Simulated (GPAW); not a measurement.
# Ge (Fd-3m) in GPAW: settings compared

Aim: see how the results for Ge move with the level of theory and the settings. Levels: PBE, LDA, r2SCAN. Tasks: band structure.

Program: GPAW 26.7.0. These are calculated values, not measurements. Logs are shortened: lines on timing, memory, paths and dates and some standing lists are left out, and cuts for length are marked. The log counts tension as positive stress, the text compression.

**Measured values to compare with.**

From “Electronic and optical properties of SixGe1-x-ySny alloys lattice-matched to Ge”, 2021, arxiv:2109.02782, for a bulk crystal of Ge: band gap 0.807 eV (direct) at 300 K; band gap 0.666 eV (indirect) at 293 K.

The results are compared with them further down.

## 1. The crystal as given

The structure is cubic, space group Fd-3m (No. 227). Conventional cell: a = 5.657 Å, b = 5.657 Å, c = 5.657 Å, α = 90.00°, β = 90.00°, γ = 90.00°. Ge (site symmetry -43m) has 4 Ge at 2.45 Å as nearest neighbours.

## 2. Band structure, PBE

The input, run.py:

```python
from ase import Atoms
from ase.dft.bandgap import bandgap
from ase.io import write
from ase.units import GPa
from gpaw import GPAW, PW

atoms = Atoms(['Ge', 'Ge'],
              cell=[[0.0, 2.82875, 2.82875],
                    [2.82875, 0.0, 2.82875],
                    [2.82875, 2.82875, 0.0]],
              scaled_positions=[[0.0, 0.0, 0.0],
                                [0.25, 0.25, 0.25]],
              pbc=True)

calc = GPAW(mode=PW(600),
            xc='PBE',
            kpts={'size': (10, 10, 10), 'gamma': True},
            occupations={'name': 'fermi-dirac', 'width': 0.05},
            nbands=11,
            convergence={'density': 1e-05, 'energy': 1e-05},
            maxiter=150,
            txt='gpaw.txt')
atoms.calc = calc
energy = atoms.get_potential_energy()
forces = atoms.get_forces()
stress = atoms.get_stress()
calc.write('gs.gpw')
write('result.traj', atoms)
print(f'Energy: {energy:.6f} eV')
print('Forces (eV/A):')
print(forces.round(4))
print('Stress (GPa):', (stress / GPa).round(3))
print('Fermi level:', round(calc.get_fermi_level(), 4), 'eV')
print(f'Gap: {bandgap(calc)[0]:.4f} eV, direct: {bandgap(calc, direct=True)[0]:.4f} eV')

path = atoms.cell.bandpath('GXWKGLUWLK,UX', npoints=100, eps=1e-4)
bs_calc = calc.fixed_density(kpts=path, symmetry='off', nbands=21,
                             convergence={'bands': 'CBM+6.0', 'eigenstates': 1e-6}, txt='bands.txt')
bs = bs_calc.band_structure()
bs.write('bs.json')
print(f'Gap on the path: {bandgap(bs_calc)[0]:.4f} eV')
```

Potentials or basis: GPAW PAW data sets (gpaw-data 1.2.1), pw.

Run with:

```sh
$ OMP_NUM_THREADS=1 python run.py
```

gpaw.txt:

```text
__  _  _
 | _ |_)|_||  |
 |__||  | ||/\| - 26.7.0

Input parameters:
  mode=PW(ecut=600.0),
  convergence={'density': 1e-05, 'energy': 1e-05},
  kpts=MonkhorstPack(size=(10, 10, 10), gamma=True),
  maxiter=150,
  nbands=11,
  occupations=Occupations(name='fermi-dirac', width=0.05),
  xc=XC(name='PBE')

Diagonalizing LCAO Hamiltonian
Converting LCAO to pw mode

           Ge

       Ge

Atoms  # Å, Bohr magnetons
|   | symbol |        x |        y |        z |    initial magnetic moments |
|---|--------|----------|----------|----------|-----------------------------|
| 0 |     Ge | 0.000000 | 0.000000 | 0.000000 | ( 0.0000,  0.0000,  0.0000) |
| 1 |     Ge | 1.414375 | 1.414375 | 1.414375 | ( 0.0000,  0.0000,  0.0000) |

Unit cell  # Å
| periodic |        x |        y |        z |  lengths |    angles |
|----------|----------|----------|----------|----------|-----------|
|      yes | 0.000000 | 2.828750 | 2.828750 | 4.000457 | 60.000000 |
|      yes | 2.828750 | 0.000000 | 2.828750 | 4.000457 | 60.000000 |
|      yes | 2.828750 | 2.828750 | 0.000000 | 4.000457 | 60.000000 |

Number of symmetries: 24
Symmetry operations  # r_c * U_cc + t_c -> r_c
|    | kind |            matrix            |
|----|------|------------------------------|
|  0 |  E   |  1, 0, 0,  0, 1, 0,  0, 0, 1 |
|  1 |  σ   |  1, 0, 0,  0, 0, 1,  0, 1, 0 |
|  2 |  σ   |  1, 0,-1,  0, 1,-1,  0, 0,-1 |
|  3 |  C3  |  1, 0,-1,  0, 0,-1,  0, 1,-1 |
|  4 |  C3  |  1,-1, 0,  0,-1, 1,  0,-1, 0 |
|  5 |  σ   |  1,-1, 0,  0,-1, 0,  0,-1, 1 |
|  6 |  σ   |  0, 1, 0,  1, 0, 0,  0, 0, 1 |
|  7 |  C3  |  0, 1, 0,  0, 0, 1,  1, 0, 0 |
|  8 |  C2  |  0, 1,-1,  1, 0,-1,  0, 0,-1 |
|  9 |  S4  |  0, 1,-1,  0, 0,-1,  1, 0,-1 |
| 10 |  C3  |  0, 0, 1,  1, 0, 0,  0, 1, 0 |
| 11 |  σ   |  0, 0, 1,  0, 1, 0,  1, 0, 0 |
| 12 |  S4  |  0, 0,-1,  1, 0,-1,  0, 1,-1 |
| 13 |  C3  |  0, 0,-1,  0, 1,-1,  1, 0,-1 |
| 14 |  S4  |  0,-1, 1,  1,-1, 0,  0,-1, 0 |
| 15 |  C2  |  0,-1, 1,  0,-1, 0,  1,-1, 0 |
| 16 |  C3  |  0,-1, 0,  1,-1, 0,  0,-1, 1 |
| 17 |  S4  |  0,-1, 0,  0,-1, 1,  1,-1, 0 |
| 18 |  S4  | -1, 1, 0, -1, 0, 1, -1, 0, 0 |
| 19 |  C3  | -1, 1, 0, -1, 0, 0, -1, 0, 1 |
| 20 |  C3  | -1, 0, 1, -1, 1, 0, -1, 0, 0 |
| 21 |  S4  | -1, 0, 1, -1, 0, 0, -1, 1, 0 |
| 22 |  σ   | -1, 0, 0, -1, 1, 0, -1, 0, 1 |
| 23 |  C2  | -1, 0, 0, -1, 0, 1, -1, 1, 0 |

BZ-sampling:
  Number of BZ points: 1000
  Number of IBZ points: 47

  Monkhorst-Pack size: [10, 10, 10]
  Monkhorst-Pack shift: [0.05, 0.05, 0.05]

K-points  # in reciprocal-cell coordinates
|     |                                coordinates |     weight |
|-----|--------------------------------------------|------------|
|   0 | (  0.00000000,   0.00000000,   0.00000000) | 0.00100000 |
|   1 | (  0.10000000,   0.10000000,   0.00000000) | 0.00600000 |
|   2 | (  0.10000000,   0.10000000,   0.10000000) | 0.00800000 |
|   3 | (  0.20000000,   0.10000000,   0.10000000) | 0.01200000 |
|   4 | (  0.20000000,   0.20000000,   0.00000000) | 0.00600000 |
|   5 | (  0.20000000,   0.20000000,   0.10000000) | 0.02400000 |
|   6 | (  0.20000000,   0.20000000,   0.20000000) | 0.00800000 |
|   7 | (  0.30000000,   0.20000000,   0.10000000) | 0.02400000 |
|   8 | (  0.30000000,   0.20000000,   0.20000000) | 0.02400000 |
|   9 | (  0.30000000,   0.30000000,   0.00000000) | 0.00600000 |
| ... |                                            |            |
|  46 | (  0.50000000,   0.50000000,   0.50000000) | 0.00400000 |

Plane wave coefficients: 1524
Cutoff: 600.0 eV

Spin-components: 1 (collinear spins)
Bands:           11
Projectors:      10
Spin-degeneracy: 2
Datatype:        complex128

Parallelization:
  kpt:    1
  domain: 1
  band:   1

Density:
  Valence electrons: 8.0
  Components: 1
  Grid points: [24 24 24]
  Charge: 0.0  # |e|

Potential:
  Grid points: [24 24 24]

species:
  Ge:
    name:    Germanium
    Z:       32.0
    valence: 4
    core:    28
    charge:  0.0  # [|e|]
    compensation charges:
      type: gauss
      rc: 0.32  # [Å]
      lmax: 2
    cutoffs:
      filter: 1.77  # [Å]
      core: 3.42  # [Å]
    projectors
    | kind |    occ | energy [eV] | rcut [Å] |
    |------|--------|-------------|----------|
    |   4s |  2.000 |     -11.726 |    1.005 |
    |   4p |  2.000 |      -3.896 |    1.005 |
    |    s |        |      15.485 |    1.005 |
    |    p |        |      23.315 |    1.005 |
    |    d |        |       0.000 |    1.005 |

    Using partial waves for Ge as LCAO basis

Reference energy: -114195.275705  # eV

eigensolver:
  PPCG
  Converge bands: occupied
  niter=2

density mixing:
  MSR1-Mixer
  Pratt-step length: 0.05
  Maximum mixing coefficient: 0.75
  Old densities: 10
  SVD Regularization: 0.005
  Good broyden scale: 1.0
  Trust region scale: 1.0
  Backstep threshold: 4.0
  History deletion threshold: 6.0
  Fourier metric: weight=20.0, sigma=0.015

occupation numbers:
  Fermi-Dirac:
    width: 0.0500  # eV

poisson solver:
  ecut: 4800.0  # eV

xc functional:
  name: PBE with 2 nearest neighbor stencil

convergence criteria:
- Maximum integral of absolute [dens]ity change: 1e-05 electrons / valence electron
- Maximum [total energy] change in last 3 cyles: 1e-05 eV / valence electron
- Maximum integral of absolute [eigenst]ate change: 4e-08 eV^2 / valence electron
maximum number of iterations: 150

SCF iterations
|iter     | |      energy | eigst |  dens |
|---------|-|-------------|-------|-------|
|iter:   1| |   -9.036878 | -0.46 |       |
|iter:   2| |   -9.034106 | -2.72 | -0.91 |
|iter:   3| |   -9.003009 | -2.69 | -0.93 |
|iter:   4| |   -9.003023 | -3.59 | -1.53 |
|iter:   5| |   -9.003114 | -5.24 | -2.48 |
|iter:   6| |   -9.003120 | -6.77 | -3.16 |
|iter:   7| |   -9.003121c| -7.90c| -3.76 |
|iter:   8| |   -9.003121c| -8.44c| -5.08c|

Converged in 8 steps
Energy contributions relative to reference atoms: (reference = -114195.275705)

Energy contributions:
  Kinetic:          26.246387
  Coulomb:         -23.436353
  Zero:              0.005416
  External:          0.000000
  Xc:              -11.818364
  Entropy:          -0.000414
  Spinorbit:         0.000000
  ----------------------------
  Free energy:      -9.003328
  Extrapolated:     -9.003121

dipole moment: (-21.689193, -21.689193, -21.689193)  # |e|*Ang

Fermi level: 6.045
Eigenvalues  # (at kpt = [0.000, 0.000, 0.000])
| band index |      eig [eV] | occ [0-2] |
|------------|---------------|-----------|
|          0 |        -6.779 |     2.000 |
|          1 |         5.979 |     1.574 |
|          2 |         5.979 |     1.574 |
|          3 |         5.979 |     1.574 |
|          4 |         6.071 |     0.742 |
|          5 |         8.539 |     0.000 |
|          6 |         8.539 |     0.000 |
|          7 |         8.539 |     0.000 |
|          8 |        12.428 |     0.000 |
|          9 |        15.367 |     0.000 |
|         10 |        15.378 |     0.000 |

Gap: 0.092 eV
Transition (v -> c):
  (s=0, k=0, n=3, [0.00, 0.00, 0.00]) -> (s=0, k=0, n=4, [0.00, 0.00, 0.00])
No difference between direct/indirect transitions

Forces  # eV/Ang
|        x |        y |        z |
|----------|----------|----------|
| -0.00000 | -0.00000 | -0.00000 |  # Ge   0
|  0.00000 | -0.00000 |  0.00000 |  # Ge   1

Stress tensor  # eV/Ang^3
|         x |         y |         z |
|-----------|-----------|-----------|
| -0.024530 | -0.000000 | -0.000000 |
| -0.000000 | -0.024530 |  0.000000 |
| -0.000000 |  0.000000 | -0.024530 |

# Writing to gs.gpw (mode='')
```

Wall time 26 s (1 thread of Intel Xeon Platinum 8488C (Sapphire Rapids), shared host); peak memory 0.25 GiB.

What came out:

```yaml
Free_energy: -9.0033 eV
Pressure: 3.9 GPa
Band_gap_on_the_k_mesh: 0.09 eV, direct
Band_gap_along_the_path: 0.09 eV, direct
```

Levels at the corners of the path, in eV from the valence-band top:
| point | band 2 | band 3 | band 4 | band 5 | band 6 | band 7 |
| --- | --- | --- | --- | --- | --- | --- |
| Γ | 0.00 | 0.00 | 0.00 | 0.09 | 2.56 | 2.56 |
| X | -8.89 | -3.07 | -3.07 | 0.74 | 0.74 | 9.54 |
| W | -8.79 | -3.91 | -3.91 | 4.35 | 4.35 | 4.72 |
| K | -8.29 | -4.34 | -2.63 | 1.16 | 4.10 | 7.25 |
| Γ | 0.00 | 0.00 | 0.00 | 0.09 | 2.56 | 2.56 |
| L | -7.59 | -1.40 | -1.40 | 0.20 | 3.75 | 3.75 |
| U | -8.29 | -4.34 | -2.63 | 1.16 | 4.10 | 7.25 |
| W | -8.79 | -3.91 | -3.91 | 4.35 | 4.35 | 4.72 |
| L | -7.59 | -1.40 | -1.40 | 0.20 | 3.75 | 3.75 |
| K | -8.29 | -4.34 | -2.63 | 1.16 | 4.10 | 7.25 |
| U | -8.29 | -4.34 | -2.63 | 1.16 | 4.10 | 7.25 |
| X | -8.89 | -3.07 | -3.07 | 0.74 | 0.74 | 9.54 |

## 3. Band structure, LDA

Edit run.py of step 2 so:

```diff
@@ -15,3 +15,3 @@
 calc = GPAW(mode=PW(600),
-            xc='PBE',
+            xc='LDA',
             kpts={'size': (10, 10, 10), 'gamma': True},
@@ -35,3 +35,3 @@
 
-path = atoms.cell.bandpath('GXWKGLUWLK,UX', npoints=100, eps=1e-4)
+path = atoms.cell.bandpath('GXWKGLUWLK,UX', npoints=60, eps=1e-4)
 bs_calc = calc.fixed_density(kpts=path, symmetry='off', nbands=21,
```

Potentials or basis: the program's PAW data sets (release 1.2.1) made for this functional, pw.

Run with:

```sh
$ OMP_NUM_THREADS=1 python run.py
```

Run time: 19 s. Hardware: 1 thread of Intel Xeon Platinum 8488C (Sapphire Rapids), shared host; peak memory 0.21 GiB.

It converged, with:

```
Free energy             : -10.3870 eV
Pressure                : -1.0 GPa
Band gap along the path : none (metal or under the smearing width)
```

Levels at the corners of the path, in eV from the Fermi level:
```
point  band 2  band 3  band 4  band 5  band 6  band 7
    Γ   -0.12    0.01    0.01    0.01    2.55    2.55
    X   -8.93   -3.06   -3.06    0.67    0.67    9.44
    W   -8.84   -3.91   -3.91    4.28    4.28    4.67
    K   -8.34   -4.35   -2.62    1.08    4.04    7.14
    Γ   -0.12    0.01    0.01    0.01    2.55    2.55
    L   -7.63   -1.39   -1.39    0.08    3.74    3.74
    U   -8.34   -4.35   -2.62    1.08    4.04    7.14
    W   -8.84   -3.91   -3.91    4.28    4.28    4.67
    L   -7.63   -1.39   -1.39    0.08    3.74    3.74
    K   -8.34   -4.35   -2.62    1.08    4.04    7.14
    U   -8.34   -4.35   -2.62    1.08    4.04    7.14
    X   -8.93   -3.06   -3.06    0.67    0.67    9.44
```

Caveat: this crystal is a semiconductor, whose small gap the functional closes, so the metal is an error of the method.

## 4. Band structure, r2SCAN

Edit run.py of step 3 so:

```diff
@@ -15,3 +15,3 @@
 calc = GPAW(mode=PW(600),
-            xc='LDA',
+            xc='MGGA_X_R2SCAN+MGGA_C_R2SCAN',
             kpts={'size': (10, 10, 10), 'gamma': True},
```

Potentials or basis: GPAW PAW data sets (gpaw-data 1.2.1), pw.

Run with:

```sh
$ OMP_NUM_THREADS=1 python run.py
```

Run time: 65 s. Hardware: 1 thread of Intel Xeon Platinum 8488C (Sapphire Rapids), shared host; peak memory 0.25 GiB.

Results (log left out):

| Item | Value |
| --- | --- |
| Free energy | -24.9782 eV |
| Pressure | 0.8 GPa |
| Band gap on the k mesh | 0.46 eV, direct |
| Band gap along the path | 0.46 eV, direct |

Levels at the corners of the path, in eV from the valence-band top:
| point | band 1 | band 2 | band 3 | band 4 | band 5 | band 6 | band 7 | band 8 |
| --- | --- | --- | --- | --- | --- | --- | --- | --- |
| Γ | -13.29 | 0.00 | 0.00 | 0.00 | 0.46 | 2.73 | 2.73 | 2.73 |
| X | -9.22 | -9.22 | -3.22 | -3.22 | 0.98 | 0.98 | 10.13 | 10.13 |
| W | -9.12 | -9.12 | -4.05 | -4.05 | 4.72 | 4.72 | 5.07 | 5.07 |
| K | -9.72 | -8.60 | -4.49 | -2.76 | 1.40 | 4.44 | 7.76 | 7.85 |
| Γ | -13.29 | 0.00 | 0.00 | 0.00 | 0.46 | 2.73 | 2.73 | 2.73 |
| L | -11.11 | -7.86 | -1.48 | -1.48 | 0.47 | 4.01 | 4.01 | 7.70 |
| U | -9.72 | -8.60 | -4.49 | -2.76 | 1.40 | 4.44 | 7.76 | 7.85 |
| W | -9.12 | -9.12 | -4.05 | -4.05 | 4.72 | 4.72 | 5.07 | 5.07 |
| L | -11.11 | -7.86 | -1.48 | -1.48 | 0.47 | 4.01 | 4.01 | 7.70 |
| K | -9.72 | -8.60 | -4.49 | -2.76 | 1.40 | 4.44 | 7.76 | 7.85 |
| U | -9.72 | -8.60 | -4.49 | -2.76 | 1.40 | 4.44 | 7.76 | 7.85 |
| X | -9.22 | -9.22 | -3.22 | -3.22 | 0.98 | 0.98 | 10.13 | 10.13 |

Caveat: the PAW data sets were made with another functional, which shifts forces and pressure a little.

## 5. Overview

| level | potentials or basis | band points | gap on the mesh (eV) | pressure (GPa) |
| --- | --- | --- | --- | --- |
| PBE | GPAW PAW data sets (gpaw-data 1.2.1), pw | 100 | 0.09 | 3.9 |
| LDA | the program's PAW data sets (release 1.2.1) made for this functional, pw | 60 | - | -1.0 |
| r2SCAN | GPAW PAW data sets (gpaw-data 1.2.1), pw | 60 | 0.46 | 0.8 |

Alike in all rows: task band structure; no spin polarisation; cell as given; k mesh 10 × 10 × 10; cutoff (eV) 600; smearing fermi-dirac 0.05 eV.

Caveats: this crystal is a semiconductor, whose small gap the functional closes, so the metal is an error of the method (some runs); the PAW data sets were made with another functional, which shifts forces and pressure a little (some runs).

Total energies depend on the potentials used, so only differences within one code and one set of settings carry meaning.

## 6. Against experiment

Step 2. A measured gap of Ge is 0.807 eV (direct; 300 K; “Electronic and optical properties of SixGe1-x-ySny alloys lattice-matched to Ge”, 2021, arxiv:2109.02782); the calculated 0.09 eV misses it by -0.72 eV. 3 values of this kind are on record (0.666 to 0.807 eV); this one was drawn at random among those near their median. Spin-orbit coupling on Ge is left out. The value is that of PBE, without temperature or zero-point motion. Semilocal functionals fall short of measured gaps as a rule.

Step 3. A measured gap of Ge is 0.666 eV (indirect; 293 K; “Electronic and optical properties of SixGe1-x-ySny alloys lattice-matched to Ge”, 2021, arxiv:2109.02782); the calculated 0.00 eV misses it by -0.67 eV. 3 values of this kind are on record (0.666 to 0.807 eV); this one was drawn at random among those near their median. Spin-orbit coupling on Ge is left out. The value is that of LDA, without temperature or zero-point motion. Semilocal functionals fall short of measured gaps as a rule.

Step 4. Against the measured gap of Ge, 0.807 eV (direct; 300 K; “Electronic and optical properties of SixGe1-x-ySny alloys lattice-matched to Ge”, 2021, arxiv:2109.02782), the calculated 0.46 eV is off by -0.34 eV. 3 values of this kind are on record (0.666 to 0.807 eV); this one was drawn at random among those near their median. Spin-orbit coupling on Ge is left out. The value is that of r2SCAN, without temperature or zero-point motion.
